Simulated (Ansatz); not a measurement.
**CH5AlOSi: short molecular-dynamics run from a Python script**

How does CH5AlOSi move over a short run? The task is a short molecular-dynamics run, for CH5AlOSi.

Computed with the Python package of Ansatz 0.2.0. Level of theory: PBE0/6-31G*.

## 1. The structure

Bond lengths: C1–O2 1.370 Å, O2–Al3 1.834 Å, C1–Si4 1.811 Å, Al3–Si4 2.185 Å, C1–H5 1.147 Å, C1–H6 1.176 Å, Al3–H7 1.632 Å, Si4–H8 1.480 Å, Si4–H9 1.536 Å. Angles (14 of 16 angles, heavy atoms first): C1–O2–Al3 98.6°, O2–C1–Si4 106.8°, O2–Al3–Si4 78.9°, C1–Si4–Al3 74.9°, O2–C1–H5 110.6°, O2–C1–H6 108.6°, Si4–C1–H5 113.2°, Si4–C1–H6 111.9°, O2–Al3–H7 132.1°, Si4–Al3–H7 126.8°, C1–Si4–H8 112.1°, C1–Si4–H9 113.6°, Al3–Si4–H8 115.9°, Al3–Si4–H9 116.5°.

The script holds or builds the structure itself.

## 2. The code

run_md.py reads:

```python
import warnings

import ansatz
from ase import Atoms
import numpy as np


def main() -> None:
    warnings.simplefilter("ignore", ansatz.DeckWarning)

    atoms = Atoms(["C", "O", "Al", "Si", "H", "H", "H", "H", "H"], positions=[
        (-0.4833, 0.7956, -0.4926),
        (0.8261, 1.1727, -0.6389),
        (1.6149, -0.2324, 0.2374),
        (-0.4977, -0.6212, 0.6347),
        (-0.9541, 0.5669, -1.5131),
        (-1.091, 1.7062, -0.0619),
        (2.7392, -1.3199, -0.2266),
        (-1.0616, -1.8326, -0.0006),
        (-1.004, -0.2816, 2.0445),
    ])
    system = ansatz.Crystal.molecule_from_ase(atoms)

    job = system.calculation()
    job = job.basis(gaussian="6-31G*")
    job = job.functional("PBE0")
    job = job.md("nve", timestep=1.0, steps=20, temperature=500, initial_velocities="maxwell_boltzmann", seed=17)
    frames = []
    job.session().plan().execute(on_event=lambda e: frames.append(e["data"]) if e["event"] == "md_step" else None)
    print("t (fs)   E_pot (eV)      E_kin (eV)   T (K)   d(0-1) (A)")
    for f in frames[::1]:
        xyz = np.array(f["positions_ang"])
        print(f"{f['time_fs']:6.2f} {f['lagrangian_ev']:14.5f} {f['e_kin_ev']:10.5f} {f['temperature_k']:8.1f} {np.linalg.norm(xyz[0] - xyz[1]):9.4f}")
    kept = np.array([f["conserved_ev"] for f in frames])
    print(f"conserved energy moves by at most {1000 * np.ptp(kept):.3f} meV")


if __name__ == "__main__":
    main()
```

## 3. The input behind the calls

The engine receives this input:

```yaml
crystal:
  periodic: [false, false, false]
  atoms:
    - { symbol: C, position_ang: [-0.4833, 0.7956, -0.4926] }
    - { symbol: O, position_ang: [0.8261, 1.1727, -0.6389] }
    - { symbol: Al, position_ang: [1.6149, -0.2324, 0.2374] }
    - { symbol: Si, position_ang: [-0.4977, -0.6212, 0.6347] }
    - { symbol: H, position_ang: [-0.9541, 0.5669, -1.5131] }
    - { symbol: H, position_ang: [-1.091, 1.7062, -0.0619] }
    - { symbol: H, position_ang: [2.7392, -1.3199, -0.2266] }
    - { symbol: H, position_ang: [-1.0616, -1.8326, -0.0006] }
    - { symbol: H, position_ang: [-1.004, -0.2816, 2.0445] }
basis:
  gaussian:
    orbitals: "6-31G*"
hamiltonian:
  xc: pbe0
md:
  timestep: 1.0
  n_steps: 20
  ensemble: nve
  temperature: 500.0
  initial_velocities: maxwell_boltzmann
  seed: 17
```

## 4. Launch

Launch:

```console
$ python run_md.py
```

Q: Predict the main results. Wanted: total energy; dipole moment; mean temperature, second half; farthest move; largest change of the conserved energy.

The runs gave:

| quantity | value |
| --- | --- |
| total energy | -17628.5688 eV |
| dipole moment | 1.17 D |
| length of the run | 20 steps, 20 fs |
| mean temperature, second half | 1224 K |
| farthest move | 1.04 Å |
| largest change of the conserved energy | 0.56 meV/atom |

What this shows: The temperature swings between 500 and 1305 K, with a mean of 1224 K in the second half; 9 atoms fluctuate widely. The conserved energy stays within 0.56 meV/atom, so the time step holds. A run of 20 fs is far too short for averages. Caveats:
- The trajectory is only some femtoseconds long, and gives no averages; where the script doesn't relax first, it starts from a rough generated geometry.
- The temperature counts the internal degrees of freedom alone.
- With hydrogen a step over 0.5 fs is long.
